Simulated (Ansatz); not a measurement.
What does this script print? It uses Ansatz 0.2.0 through its Python package.

`c2h6al2.py`:
```python
'''Rigid torsion scan of C2H6Al2.'''

import ansatz as az
from ase import Atoms

atoms = Atoms(['C', 'C', 'Al', 'Al', 'H', 'H', 'H', 'H', 'H', 'H'], positions=[
    (-1.0749, 0.6441, -0.2913),
    (-0.1679, -0.4976, -0.2961),
    (0.5918, -0.9077, 1.4671),
    (1.814, -0.0086, -0.611),
    (-0.719, 1.5401, 0.2598),
    (-1.2982, 1.0313, -1.3509),
    (-2.0666, 0.383, 0.1437),
    (-0.4933, -1.3559, -0.8725),
    (0.5471, -1.3915, 3.0377),
    (2.9502, 0.5116, -1.4838),
])

# relax first, so that the scan starts from a minimum
first = (
    az.Crystal.molecule_from_ase(atoms).calculation()
    .basis(gaussian='def2-SVP')
    .functional('pbe')
    .relax(force_tolerance=0.02, max_steps=80)
)
atoms.positions = first.run(threads=1).report['positions_ang']

start = atoms.get_dihedral(2, 1, 0, 4)
energies = {}
for turn in range(0, 121, 15):
    turned = atoms.copy()
    turned.set_dihedral(2, 1, 0, 4, start + turn, indices=[0, 4, 5, 6])
    model = az.Crystal.molecule_from_ase(turned).calculation().basis(gaussian='def2-SVP').functional('pbe')
    energies[round((start + turn) % 360)] = model.run(threads=1).report['free_energy_ev']
floor = min(energies.values())
print('dihedral Al2-C1-C0-H4 (deg)   E - E(min) (kJ/mol)')
for angle, e in sorted(energies.items()):
    print(f'{angle:8d} {96.485332 * (e - floor):14.3f}  ' + '#' * int(30 * (e - floor) / max(max(energies.values()) - floor, 1e-9)))
```

`python c2h6al2.py` gives:
```text
dihedral Al2-C1-C0-H4 (deg)   E - E(min) (kJ/mol)
      48          0.000
      63          0.893  ####
      78          2.959  ##############
      93          5.034  #########################
     108          5.960  ##############################
     123          5.256  ##########################
     138          3.417  #################
     153          1.591  ########
     168          0.886  ####
```

The scan is rigid and the energies are electronic, in a modest basis. With rigid groups the curve can differ much from the relaxed path, the start wasn't checked as a minimum of this torsion, and equivalent turns needn't return to the same energy. Timing: 93 s on 1 thread of Arm Neoverse V1, on a shared host, peak memory 0.2 GiB.
